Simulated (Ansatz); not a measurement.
**C2H2GeN2: ladder of methods at one geometry from a Python script**

How do the methods compare on C2H2GeN2, in result and in cost? A script is to give a ladder of methods at one geometry; the system is C2H2GeN2. SMILES: N#[C][GeH2][C]#N.

Computed with Ansatz 0.2.0, driven from Python. The levels of theory stand in the script.

## 1. Starting point

Bond lengths: N1–C2 1.207 Å, C2–Ge3 1.906 Å, Ge3–C4 1.815 Å, C4–N5 1.217 Å, Ge3–H6 1.559 Å, Ge3–H7 1.597 Å. Angles: N1–C2–Ge3 178.5°, C2–Ge3–C4 110.9°, C2–Ge3–H6 109.5°, C2–Ge3–H7 107.7°, C4–Ge3–H6 112.1°, C4–Ge3–H7 108.7°, H6–Ge3–H7 107.9°, Ge3–C4–N5 175.6°.

The script holds or builds the structure itself.

## 2. Script

Contents of methods.py:

```python
# -*- coding: utf-8 -*-
"""C2H2GeN2 at several levels of theory."""

from pathlib import Path

import ansatz as az
import numpy as np

BASIS_SET = "def2-SVP"


def main():
    system = (
        az.Crystal.molecule()
        .atom("N", [0.636, -2.428, 1.2891])
        .atom("C", [0.4646, -1.3133, 0.8592])
        .atom("Ge", [0.2403, 0.4466, 0.163])
        .atom("C", [-0.9431, 0.451, -1.2132])
        .atom("N", [-1.8034, 0.43, -2.0743])
        .atom("H", [-0.1922, 1.4083, 1.3107])
        .atom("H", [1.6591, 0.9375, -0.3801])
    )

    base = system.calculation().basis(gaussian=BASIS_SET)

    print("functional    E (Ha)        dipole (D)   HOMO (eV)  LUMO (eV)")
    for name in ["blyp", "cam_b3lyp", "r2scan", "hf", "pbe0"]:
        data = base.functional(name).forces().orbitals().run(threads=1, runs_dir="runs").report
        lines = Path(data["orbitals_path"]).read_text().splitlines()
        field_of = lambda key: [line.split("=")[1].strip() for line in lines if line.startswith(key)]
        orbitals = [(27.211386 * float(e), s, float(n)) for e, s, n in zip(field_of("Ene="), field_of("Spin="), field_of("Occup="))]
        homo = max(e for e, _, n in orbitals if n > 0.5)
        lumo = min(e for e, _, n in orbitals if n < 0.5)
        dipole = 4.803205 * np.linalg.norm(data["charge_distribution"]["dipole_moment_e_ang"])
        print(f"{name:10s} {data['free_energy_ev'] / 27.211386246:14.6f} {dipole:9.3f} {homo:11.3f} {lumo:10.3f}")


if __name__ == "__main__":
    main()
```

## 3. Running it

The run is started by

```console
$ python methods.py
```

The log of the run:

```text
functional    E (Ha)        dipole (D)   HOMO (eV)  LUMO (eV)
blyp         -2263.472569     3.168      -8.246     -2.492
cam_b3lyp    -2263.481292     3.369     -11.084     -0.542
r2scan       -2263.342555     3.377      -8.819     -2.628
hf           -2260.702004     3.561     -12.784      1.823
pbe0         -2262.971227     3.373      -9.783     -1.771
```

It took 20 s on 1 thread of Intel Xeon Platinum 8259CL at 2.50GHz (Skylake/Cascade Lake), shared host; peak memory 0.3 GiB.

Lines on the test bed's own set-up are left out of the output.

A comment line of the script is reworded here; the code is as run.

## 4. What each run gave

One row for each of the 5 runs:

```
run  functional  energy (eV)  SCF cycles  CPU time (s)
  1        blyp  -61592.2263          18           2.8
  2   cam_b3lyp  -61592.4637          17           5.1
  3      r2scan  -61588.6885          17           4.6
  4          hf  -61516.8354          13           2.8
  5        pbe0  -61578.5841          18           4.4
```

Totals under unlike functionals or potentials can't be compared directly.

The fields below are those of run 1.

## 5. Pictures from the orbitals

Orbitals, density, ELF and potential are computed afterwards from the orbital file.

Frontier orbitals at BLYP/def2-SVP, with the share of their density that lies nearest to each atom:

```
orbital  energy (eV)                    lies on
   HOMO        -8.25  N1 28 %; C2 18 %; H7 17 %
   LUMO        -2.49  N5 29 %; C4 27 %; C2 13 %
```

ELF in a plane through or near 5 of the atoms.

Values, 10 rows by 14 columns:
```
0.00 0.00 0.00 0.00 0.00 0.00 0.00 0.00 0.00 0.00 0.00 0.00 0.00 0.00
0.00 0.00 0.00 0.04 0.02 0.00 0.00 0.00 0.00 0.02 0.08 0.03 0.00 0.00
0.00 0.02 0.63 0.81 0.55 0.24 0.02 0.00 0.17 0.38 0.83 0.79 0.26 0.00
0.00 0.19 0.92 0.66 0.68 0.70 0.27 0.06 0.62 0.78 0.38 0.95 0.60 0.01
0.00 0.08 0.72 0.72 0.75 0.53 0.71 0.35 0.73 0.37 0.77 0.70 0.29 0.00
0.00 0.00 0.21 0.38 0.72 0.82 0.24 0.57 0.68 0.72 0.56 0.25 0.03 0.00
0.00 0.00 0.01 0.10 0.18 0.18 0.22 0.41 0.22 0.15 0.14 0.02 0.00 0.00
0.00 0.00 0.00 0.00 0.00 0.03 0.32 0.36 0.19 0.01 0.00 0.00 0.00 0.00
0.00 0.00 0.00 0.00 0.00 0.00 0.02 0.03 0.01 0.00 0.00 0.00 0.00 0.00
0.00 0.00 0.00 0.00 0.00 0.00 0.00 0.00 0.00 0.00 0.00 0.00 0.00 0.00
```
The map spans 10.3 Å across and 8.2 Å up, centred on the molecule. Atoms in the plane (x, y in Å): N1 (-2.6, 1.2), C2 (-1.5, 0.5), Ge3 (0.0, -0.5), C4 (1.5, 0.5), N5 (2.5, 1.3).

On the surface of density 0.002 e/bohr³ the electrostatic potential runs, from the 1st to the 99th percentile, from -1.24 V near N1 to 2.05 V near Ge3.

## 6. Summary of results

| quantity | value |
| --- | --- |
| runs compared | 5 |
| HOMO-LUMO gap of the mean field (BLYP/def2-SVP) | 5.75 eV |

All 5 runs converged (13 to 18 cycles). What to keep in mind:
- The geometry is a force-field or estimated start, not a minimum of this method, and the basis set is short of its limit. A lower total doesn't mark the better method: functionals have no common bound, and MP2 and coupled cluster aren't variational.
- Levels such as HOMO and LUMO are orbital energies: with these approximate functionals they aren't the ionisation energy and electron affinity, and their gap isn't the fundamental gap.
